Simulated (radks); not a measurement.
**Br²⁺ inside a hard spherical wall**

What does compression do to the levels of Br²⁺? A hard sphere of shrinking radius stands in for pressure; the configuration is held at [Ar] 3d10 4s2 4p3.

Method: non-relativistic Kohn-Sham, PBEsol, spin-polarised, spherical densities, point nucleus; open shells are filled with parallel spins first. Code: radks (a radial shooting solver on a logarithmic mesh, Libxc functionals) version 1.

## (1) The atom as given

| Quantity | Value |
| --- | --- |
| element | bromine (Z = 35) |
| charge | +2 |
| electrons | 33 |
| configuration | [Ar] 3d10 4s2 4p3 |

Outer shells as boxes (Hund's rule):

Br²⁺
```
[Ar] core
3d [↑↓][↑↓][↑↓][↑↓][↑↓]
4s [↑↓]
4p [↑ ][↑ ][↑ ]
```

## (2) The free atom

Settings of this run:

```text
Z 35
configuration [Ar] 3d10 4s2 4p3 5s0 4d0 5p0
relativity non-relativistic
functional pbe_sol,pbe_sol
spin polarised
nucleus point
```

## (3) Wall at 20 bohr

Input: that of step 2 with these lines changed.

```diff
@@ -6 +6,2 @@
 nucleus point
+wall 20 bohr
```

## (4) Wall at 10 bohr

Input: that of step 3 with these lines changed.

```diff
@@ -6,2 +6,2 @@
 nucleus point
-wall 20 bohr
+wall 10 bohr
```

## (5) Wall at 6 bohr

Input: that of step 4 with these lines changed.

```diff
@@ -6,2 +6,2 @@
 nucleus point
-wall 10 bohr
+wall 6 bohr
```

## (6) Wall at 5 bohr

Input: that of step 5 with these lines changed.

```diff
@@ -6,2 +6,2 @@
 nucleus point
-wall 6 bohr
+wall 5 bohr
```

## (7) Wall at 4 bohr

Input: that of step 6 with these lines changed.

```diff
@@ -6,2 +6,2 @@
 nucleus point
-wall 5 bohr
+wall 4 bohr
```

## (8) Wall at 3.5 bohr

Input: that of step 7 with these lines changed.

```diff
@@ -6,2 +6,2 @@
 nucleus point
-wall 4 bohr
+wall 3.5 bohr
```

## (9) Wall at 2.5 bohr

Input: that of step 8 with these lines changed.

```diff
@@ -6,2 +6,2 @@
 nucleus point
-wall 3.5 bohr
+wall 2.5 bohr
```

## (10) Wall at 1.5 bohr

Input: that of step 9 with these lines changed.

```diff
@@ -6,2 +6,2 @@
 nucleus point
-wall 2.5 bohr
+wall 1.5 bohr
```

Before running it: what results should come out? Wanted: for each run, R; E − E(free); ε(4p); ε(4d, empty); ε(5s, empty); ε(5p, empty); pressure.

**Answer**, as computed:

```csv
R (bohr),E − E(free) (eV),ε(4p) (eV),"ε(4d, empty) (eV)","ε(5s, empty) (eV)","ε(5p, empty) (eV)",pressure (GPa)
free,0.000,-29.389,-12.364,-12.046,-,0
20,-0.000,-29.389,-12.364,-12.046,-,< 0.0001
10,0.000,-29.389,-12.363,-12.038,-8.920,< 0.0001
6,0.015,-29.368,-12.079,-10.702,-6.299,0.0872
5,0.167,-29.210,-11.325,-7.853,-2.047,1.37
4,1.718,-28.139,-8.541,1.240,9.678,21.1
3.5,5.322,-26.267,-4.873,12.284,22.718,83.9
2.5,49.858,-10.626,18.841,78.889,94.987,1558
1.5,602.58,118.39,162.66,460.54,476.37,66834
```

Eigenvalues are for spin up. At the tightest wall, 1.5 bohr, the energy stands 602.58 eV above the free atom and the pressure, −dE/dV, is 66834 GPa. Of the levels in the table that exist at both ends, 5s (empty) rises most from the free atom (472.59 eV). From R = 1.5 bohr inwards the highest occupied level lies above zero, pushed up by confinement. Shells are not refilled when levels cross, and a hard wall is a model, not a crystal.
